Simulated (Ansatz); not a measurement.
# Cl: squeezing one contact

An exercise on one series of results from a longer session: the logs are not shown, and one member is left open.

Method: DFT PBEsol, with the methods named in each step, in Ansatz 0.2.0.

1 further run of the same task is left out (it didn't finish). Runs told in other sessions of the task aren't counted.

## Starting point

Symmetry: Fd-3m, No. 227, cubic system. Conventional cell: a = 6.037 Å, b = 6.037 Å, c = 6.037 Å, α = 90.00°, β = 90.00°, γ = 90.00°. Around Cl (site symmetry -43m) lie 4 Cl at 2.61 Å.

As a file:

```cif
data_structure
_symmetry_space_group_name_H-M 'Fd-3m:1'
_symmetry_Int_Tables_number 227
_cell_length_a 6.0368
_cell_length_b 6.0368
_cell_length_c 6.0368
_cell_angle_alpha 90.000
_cell_angle_beta 90.000
_cell_angle_gamma 90.000
_cell_volume 220.00
loop_
_atom_site_label
_atom_site_type_symbol
_atom_site_symmetry_multiplicity
_atom_site_Wyckoff_symbol
_atom_site_fract_x
_atom_site_fract_y
_atom_site_fract_z
_atom_site_occupancy
Cl1 Cl 8 b 0.00000 0.50000 0.00000 1
```

The file gives the conventional cell by its symmetry; the runs use the cell typed in the input.

Atoms are numbered in the order of the input: Cl1, Cl2.

Set-up of the first run:

The input, input.yaml:

```yaml
crystal:
  lattice:
    - [0.0, 3.0184053684, 3.0184053684]
    - [3.0184053684, 0.0, 3.0184053684]
    - [3.0184053684, 3.0184053684, 0.0]
  atoms:
    - { symbol: Cl, position: [-0.125, -0.125, -0.125] }
    - { symbol: Cl, position: [0.125, 0.125, 0.125] }
kpoints:
  mp_grid: { grid: [9, 9, 9] }
scf:
  occupations: { method: fermi_dirac, width: 0.05 }
hamiltonian:
  xc: pbesol
  pseudopotentials: { kind: all_electron, lapw: { basis_error: 0.001 } }
output:
  forces: true
  stress: true
  eigenvalues: true
  populations: true
```

Run with:

```sh
$ ansatz run input.yaml --threads 1 --pin off --max-ram 2048MiB --backend cpu --events-out ev --progress --plain --runs-dir out
```

Among the steps run: The bond as given, LAPW; Shortest bond scaled by 1, crystal datasets; Shortest bond scaled by 0.88, LAPW; Shortest bond scaled by 0.88, crystal datasets; Shortest bond scaled by 0.82, LAPW; Shortest bond scaled by 0.82, crystal datasets; Shortest bond scaled by 0.76, LAPW; Shortest bond scaled by 0.7, LAPW; Shortest bond scaled by 0.7, crystal datasets.

One of the session's tables, all rows but one given; the rest of the session is left out.

| method | length (Å) | pressure (GPa) | largest force (eV/Å) |
| --- | --- | --- | --- |
| LAPW | 1.830 | 13.90 | 4.186 |
| LAPW | 1.987 | ? | ? |
| LAPW | 2.143 | 4.51 | 2.685 |
| LAPW | 2.300 | 3.81 | 2.698 |
| LAPW | 2.614 | 3.83 | 0.000 |
| PAW | 1.830 | 13.91 | 4.202 |
| PAW | 1.987 | 7.21 | 0.506 |
| PAW | 2.143 | 4.50 | 2.681 |
| PAW | 2.300 | 3.80 | 2.692 |
| PAW | 2.614 | 3.82 | 0.000 |
| PAW (source ansatz) | 1.830 | 13.91 | 4.202 |
| crystal datasets | 1.830 | 13.89 | 4.186 |
| crystal datasets | 2.143 | 4.51 | 2.685 |
| crystal datasets | 2.300 | 3.82 | 2.698 |
| crystal datasets | 2.614 | 3.83 | 0.000 |

Q: Estimate the row for LAPW, 1.987 from the others.

The run gave: pressure (GPa): 7.22; largest force (eV/Å): 0.510. In the column «pressure (GPa)» it lies between PAW, 1.987 (7.21) and crystal datasets, 1.830 (13.89).

Caveats from the session: Warnings in the runs' records: crystal datasets made.
